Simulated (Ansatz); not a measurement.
# C₂HSr radical: geometry and frequencies at several levels

The task, for C₂HSr radical: geometry and frequencies at several levels. Spin multiplicity 2.

Computed with Ansatz 0.2.0 (the levels named in each step, unless a step's input says otherwise).

## 1. Starting point

Bond lengths: C1–C2 1.209 Å, C2–Sr3 2.463 Å, C1–H4 1.061 Å. Angles: C1–C2–Sr3 180.0°, C2–C1–H4 180.0°.

Structure file:

```xyz
4

C     0.0000    0.0000   -0.9550
C     0.0000    0.0000    0.2541
Sr    0.0000    0.0000    2.7172
H     0.0000    0.0000   -2.0163
```

## 2. A rough first relaxation, PBE-D4/def2-SVP

Input file input.yaml:

```yaml
crystal:
  periodic: [false, false, false]
  atoms:
    - { symbol: C, position_ang: [0.0, 0.0, -0.95498] }
    - { symbol: C, position_ang: [0.0, 0.0, 0.25408] }
    - { symbol: Sr, position_ang: [0.0, 0.0, 2.71716] }
    - { symbol: H, position_ang: [0.0, 0.0, -2.01626] }
magnetization:
  spin_polarized: true
  initial_magnetization: 1
basis:
  gaussian: { orbitals: def2-SVP }
hamiltonian:
  xc: pbe
  dispersion: d4
relax:
  f_tol: 0.03
  max_steps: 200
```

Launch:

```console
$ ansatz run input.yaml --threads 2 --pin off --max-ram 5120MiB --backend cpu --events-out ev --progress --plain --runs-dir out
```

Further steps of the session: Relaxation, PBE0-D4/def2-TZVPP; Frequencies, PBE0-D4/def2-TZVPP; Relaxation, PBE-D4/def2-TZVPP; Frequencies, PBE-D4/def2-TZVPP; Relaxation, r2SCAN-D4/def2-TZVPP; Frequencies, r2SCAN-D4/def2-TZVPP; Relaxation, B3LYP-D4/def2-TZVPP; Frequencies, B3LYP-D4/def2-TZVPP; Relaxation, B2PLYP/def2-TZVPP.

**Question.** What will these runs give? Wanted: C1–C2 at B2PLYP/def2-TZVPP; C2–Sr3 at B2PLYP/def2-TZVPP; frequencies at B3LYP-D4/def2-TZVPP.

The runs gave:

| quantity | value |
| --- | --- |
| C1–C2 at B2PLYP/def2-TZVPP | 1.229 Å |
| C2–Sr3 at B2PLYP/def2-TZVPP | 2.461 Å |
| frequencies at B3LYP-D4/def2-TZVPP | 104 to 3432 cm⁻¹ |

**Reading.** The C–C distance spreads over 0.012 Å, from B3LYP-D4/def2-TZVPP (shortest) to PBE-D4/def2-TZVPP. No mode is imaginary, so the geometry is a minimum. Heavy atoms carry effective core potentials in def2 sets, and spin-orbit coupling is left out.
